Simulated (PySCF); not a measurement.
# ErH2S2 (Er(SH)2+): the cost of one run

Program: PySCF 2.14.0. Level of theory: PBE0, Er lcecp-1-SVP with ECP57, S def2-SVP, H def2-SVP; scalar-relativistic core potentials, no spin–orbit coupling. These are calculated values, not measurements.

1 further run of the same task is left out (for a known fault of the program).

**1. Starting geometry**

5 atoms, charge 1, spin multiplicity 1.

Bond lengths: Er1–S2 2.681 Å, Er1–S4 2.681 Å, S2–H3 1.341 Å, S4–H5 1.341 Å. Angles: S2–Er1–S4 131.8°, Er1–S2–H3 104.2°, Er1–S4–H5 104.2°.

As a file:

```xyz
5

Er    0.0000    0.0000    0.0000
S     2.4475    0.0000    1.0953
H     3.2616   -0.3365    0.0839
S    -2.4475    0.0000    1.0953
H    -3.2616    0.3365    0.0839
```

Formal oxidation states: Er +3. Each metal's 11 4f electrons lie in its core potential, so multiplicities, spins and levels count the valence alone.

**2. SCF at the start, singlet**

Contents of run.py (the lines that set the calculation):

```python
mol = gto.M(atom='''
Er     0.00000     0.00000     0.00000
S      2.44750     0.00000     1.09530
H      3.26160    -0.33650     0.08390
S     -2.44750     0.00000     1.09530
H     -3.26160     0.33650     0.08390''',
    basis={'Er': 'lcecp-1-SVP', 'S': 'def2-SVP', 'H': 'def2-SVP'},
    ecp={'Er': 'lcecp-1-SVP'},
    charge=1, spin=0)
mf = dft.RKS(mol, xc='PBE0')
mf.grids.atom_grid = (50, 194)  # f atoms: unpruned, at least (60, 302)
mf = mf.density_fit()  # fitting sets: Er AutoAux, S def2-universal-JKFIT, H def2-universal-JKFIT
mf.conv_tol = 1e-08; mf.max_cycle = 55
mf.kernel(dm0)  # dm0: free metal ions and neutral atoms
```

Started as:

```bash
OMP_NUM_THREADS=2 python run.py
```

**Question.** How long does this run take on 2 threads of Arm Neoverse V1, shared host, and how much memory does it need?

About 2.4 s, with a peak of 0.41 GiB.
